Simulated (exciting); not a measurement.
A run of exciting (release sodium) is set up as follows.

File input.xml:

```xml
<input>
  <title>Ag2Au</title>
  <structure speciespath="./" tshift="false">
    <crystal scale="1">
      <basevect>8.571693652982 0.000000000000 0.000000000000</basevect>
      <basevect>-4.285846826491 7.423304460328 0.000000000000</basevect>
      <basevect>0.000000000000 0.000000000000 5.979961711881</basevect>
    </crystal>
    <species speciesfile="Ag.xml" rmt="2.3">
      <atom coord="0.333333330000 0.666666670000 0.514820990000"/>
      <atom coord="0.666666670000 0.333333330000 0.485179010000"/>
    </species>
    <species speciesfile="Au.xml" rmt="2.3">
      <atom coord="0.000000000000 0.000000000000 0.000000000000"/>
    </species>
  </structure>
  <groundstate do="fromscratch" ngridk="7 7 8" rgkmax="9" gmaxvr="14" lmaxapw="10" lmaxmat="10" lmaxvr="8" xctype="GGA_PBE" stype="Fermi Dirac" swidth="0.00183747" nempty="24" ValenceRelativity="iora*" epsengy="1e-05" epspot="1e-05" maxscl="60" tforce="true" outputlevel="normal"/>
  <properties>
    <chargedensityplot>
      <plot3d>
        <box grid="23 23 16">
          <origin coord="0 0 0"/>
          <point coord="1 0 0"/>
          <point coord="0 1 0"/>
          <point coord="0 0 1"/>
        </box>
      </plot3d>
    </chargedensityplot>
    <elfplot>
      <plot3d>
        <box grid="23 23 16">
          <origin coord="0 0 0"/>
          <point coord="1 0 0"/>
          <point coord="0 1 0"/>
          <point coord="0 0 1"/>
        </box>
      </plot3d>
    </elfplot>
    <exccplot>
      <plot3d>
        <box grid="23 23 16">
          <origin coord="0 0 0"/>
          <point coord="1 0 0"/>
          <point coord="0 1 0"/>
          <point coord="0 0 1"/>
        </box>
      </plot3d>
    </exccplot>
  </properties>
</input>
```

Potentials or basis: all-electron LAPW+lo, shipped species files, valence relativity iora*.

Command:

```bash
$ OMP_NUM_THREADS=1 exciting_smp
```

(1) What does it give for the largest force?

(2) Estimate the band gap on the k mesh.

Results:

(1) 0.107 eV/Å.

(2) none (metal or under the smearing width).

Caveat: the log's total energy holds no entropy term; the free energy is that total less TS from the occupations; the basis of Au and Ba changes in steps between geometries, so energy differences can be off by several meV.
